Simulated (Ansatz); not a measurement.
This script drives Ansatz 0.2.0, Python API.

The script, `c2h5nsi.py`:
```python
# -*- coding: utf-8 -*-
"""Response of C2H5NSi to a pair of distant point charges."""

import ansatz as az
import numpy as np

molecule = (
    az.Crystal.molecule()
    .atom("C", (-0.6649, 0.4428, -0.9334))
    .atom("N", (0.5373, 0.7764, -1.0711))
    .atom("C", (1.0448, 0.0877, 0.1203))
    .atom("Si", (-0.5592, -0.4686, 0.5595))
    .atom("H", (-1.5273, 0.7792, -1.6325))
    .atom("H", (1.7926, -0.6831, -0.1288))
    .atom("H", (1.5712, 0.7853, 0.8399))
    .atom("H", (-0.8613, -1.9235, 0.4136))
    .atom("H", (-1.2446, 0.1574, 1.8153))
)

calc = (
    molecule.calculation()
    .basis(gaussian="def2-SVP")
    .functional("cam_b3lyp")
    .forces()
)
# charges +q and -q at -R and +R make a nearly even field 2 k q / R^2 at the centre
centre = np.mean([site.position_ang for site in molecule.cartesian_sites], axis=0)
field = 2 * 14.399645 * 2.0 / 30.0 ** 2


def dipole(axis, sign):
    arm = 30.0 * np.eye(3)[axis]
    pair = [{"charge": sign * 2.0, "position_ang": (centre - arm).tolist()}, {"charge": -sign * 2.0, "position_ang": (centre + arm).tolist()}]
    deck = calc.input().set(az.key.basis.gaussian.point_charges, pair)
    return np.array(az.Session.from_dict(deck).plan().execute().report["charge_distribution"]["dipole_moment_e_ang"])


print(f"field {field:.4f} V/A")
alpha = np.array([(dipole(axis, 1) - dipole(axis, -1)) / (2 * field) * 14.399645 for axis in range(3)])
print("polarisability tensor (A^3)")
print(np.array2string(alpha, precision=3, suppress_small=True))
print(f"mean {np.trace(alpha) / 3:.3f} A^3 = {np.trace(alpha) / 3 / 0.14818471:.2f} bohr^3")
```

It is started by `python c2h5nsi.py`. How long does it take on 1 thread of Arm Neoverse V1, with other jobs on the host, and how much memory does it need?

It took about 22 s, with a peak of 0.24 GiB, for 6 runs of the engine.

`python c2h5nsi.py` gives:
```text
field 0.0640 V/A
polarisability tensor (A^3)
[[ 7.714  0.314 -0.008]
 [ 0.325  6.235 -0.458]
 [-0.014 -0.458  6.834]]
mean 6.928 A^3 = 46.75 bohr^3
```

The geometry is a force-field or estimated start, not a minimum of this method, and the basis set is short of its limit. The field of two point charges is only nearly even. Without diffuse functions polarisabilities are unreliable, as a rule too low, and they change with the bond lengths of this unrelaxed start.
